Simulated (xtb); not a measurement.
# GFN1-xTB (GBSA methanol, surface grid tight) run of CH10OSi3 (SMILES O[SiH]([SiH3])C[SiH3])

Wanted: a structure relaxation of CH10OSi3. 

Program for the calculation: xtb 6.7.1 later snapshot.

2 further runs of the same task are left out: 2 set aside as unsound or not needed.

## 1. The molecule

The species is CH10OSi3 (15 atoms), meant as a singlet with charge 0. SMILES: `O[SiH]([SiH3])C[SiH3]`. The shape was relaxed beforehand at GFN1-xTB. This is one conformer, not always the lowest. The run starts from this shape.

Bond lengths: O1–Si2 1.613 Å, Si2–Si3 2.341 Å, Si2–C4 1.941 Å, C4–Si5 1.890 Å, O1–H6 0.948 Å, Si2–H7 1.462 Å, Si3–H8 1.465 Å, Si3–H9 1.466 Å, Si3–H10 1.464 Å, C4–H11 1.106 Å, C4–H12 1.105 Å, Si5–H13 1.454 Å, Si5–H14 1.454 Å, Si5–H15 1.457 Å. Some angles: O1–Si2–Si3 110.4°, O1–Si2–C4 110.0°, Si3–Si2–C4 110.5°, Si2–C4–Si5 116.2°, O1–Si2–H7 105.4°, Si3–Si2–H7 114.5°, C4–Si2–H7 105.8°, Si2–O1–H6 178.1°, Si2–Si3–H8 114.7°, Si2–Si3–H9 115.3°.

## 2. A structure relaxation at GFN1-xTB (GBSA methanol, surface grid tight)

xcontrol reads:

```
$gbsa
   gbsagrid=tight
$end
```

mol.xyz reads:

```xyz
15
start
O     -1.00474200     0.71829200     2.29401300
Si    -0.18913500     0.75085900     0.90231700
Si    -1.65734700     1.05215200    -0.89609000
C      0.82172800    -0.89171200     0.68518900
Si     1.62984200    -1.15856500    -1.00220700
H     -1.49143600     0.72970900     3.10746300
H      0.80385700     1.81195500     1.05944600
H     -2.41243400    -0.14398000    -1.27799100
H     -2.71041700     2.04916400    -0.68421300
H     -1.04616000     1.48057400    -2.15511400
H      0.14015000    -1.73995700     0.88284300
H      1.57788200    -0.94978500     1.48818200
H      2.57022900    -0.09522500    -1.31856700
H      2.35303800    -2.42000400    -1.03827300
H      0.61493500    -1.19347700    -2.04701000
```

On the command line:

```bash
$ xtb mol.xyz --input xcontrol -o --gfn1 --gbsa methanol | tee out.txt
```

What values should one expect? Wanted: total energy at the end; dipole moment; HOMO energy; LUMO energy; HOMO–LUMO gap; dispersion energy; solvent term in the energy.

Computed results:

Level: GFN1-xTB (GBSA methanol, surface grid tight).

| quantity | value |
| --- | --- |
| total energy at the end | -17.86330 Eh |
| dipole moment | 4.60 D |
| HOMO energy | -11.09 eV |
| LUMO energy | -6.66 eV |
| HOMO–LUMO gap | 4.43 eV |
| dispersion energy | -16.43 kJ/mol |
| solvent term in the energy | -31.3 kJ/mol |

**Reading.** At the final geometry: Bond lengths: O1–Si2 1.607 Å, Si2–Si3 2.342 Å, Si2–C4 1.943 Å, C4–Si5 1.887 Å, O1–H6 0.946 Å, Si2–H7 1.464 Å, Si3–H8 1.467 Å, Si3–H9 1.467 Å, Si3–H10 1.466 Å, C4–H11 1.106 Å, C4–H12 1.104 Å, Si5–H13 1.456 Å, Si5–H14 1.455 Å, Si5–H15 1.459 Å. Some angles: O1–Si2–Si3 110.1°, O1–Si2–C4 110.3°, Si3–Si2–C4 110.5°, Si2–C4–Si5 116.6°, O1–Si2–H7 106.1°, Si3–Si2–H7 113.9°, C4–Si2–H7 105.8°, Si2–O1–H6 177.0°, Si2–Si3–H8 115.2°, Si2–Si3–H9 115.4°. The optimisation took 6 steps and changed the energy by -0.002 eV.
